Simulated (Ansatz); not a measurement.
# Br2H2InN: basis-set convergence

The task here is to estimate one member of a computed series from the others.

Computed with Ansatz 0.2.0, Gaussian basis. Level: one geometry, several basis sets.

Levels to be run: PBE0-D4/def2-SVP; ωB97M-V/def2-SVP; PBE0-D4/def2-QZVPP; ωB97M-V/def2-QZVPP; the functionals' def2-TZVPP values are taken from earlier runs.

## Structure used throughout

The geometry comes from an earlier relaxation with PBE0-D4 in a triple-zeta def2 set; it is a stationary point. In takes the def2 core potential; no spin-orbit term is included.

SMILES `[NH2][In]([Br])[Br]`, 6 atoms, charge 0, spin multiplicity 1.

Atoms are counted from 1 here; the program's logs count them from 0.

Bond lengths: N1–In2 2.002 Å, N1–H5 1.010 Å, N1–H6 1.010 Å, In2–Br3 2.449 Å, In2–Br4 2.449 Å. Angles: In2–N1–H5 115.9°, In2–N1–H6 115.9°, H5–N1–H6 109.8°, N1–In2–Br3 120.7°, N1–In2–Br4 120.8°, Br3–In2–Br4 118.2°.

The first run:

in.yaml

```yaml
crystal:
  periodic: [false, false, false]
  atoms:
    - {symbol: N, position_ang: [-0.105824, 1.233751, -0.257507]}
    - {symbol: In, position_ang: [0.111520, -0.738794, 0.007236]}
    - {symbol: Br, position_ang: [2.278817, -1.685308, 0.644574]}
    - {symbol: Br, position_ang: [-1.713356, -2.282816, -0.526791]}
    - {symbol: H, position_ang: [-1.049758, 1.587136, -0.187299]}
    - {symbol: H, position_ang: [0.520800, 1.822031, 0.273588]}
basis:
  gaussian: {orbitals: def2-SVP}
hamiltonian: {xc: pbe0, dispersion: d4}
output: {orbitals: {seedname: orbitals}}
```

The run is started by

```sh
$ ansatz run in.yaml --threads 2 --pin off --events-out ev --progress --plain --max-ram 32768MiB --backend cpu
```

Among the steps run: PBE0-D4 in def2-SVP; ωB97M-V in def2-SVP; PBE0-D4 in def2-QZVPP; ωB97M-V in def2-QZVPP.

One table of the session follows, with a row left open; its other results are not shown here.

It belongs to the step «Functionals by basis». 

```
functional       basis  HOMO (eV)  LUMO (eV)
   PBE0-D4    def2-SVP          ?          ?
   PBE0-D4  def2-TZVPP      -7.95      -2.17
   PBE0-D4  def2-QZVPP      -7.99      -2.22
   ωB97M-V    def2-SVP     -10.03      -0.05
   ωB97M-V  def2-TZVPP     -10.26      -0.31
   ωB97M-V  def2-QZVPP     -10.29      -0.45
```

**Question.** Estimate the row for PBE0-D4, def2-SVP.

As computed: HOMO (eV): -7.74; LUMO (eV): -2.00. In the column «HOMO (eV)» it is the highest.
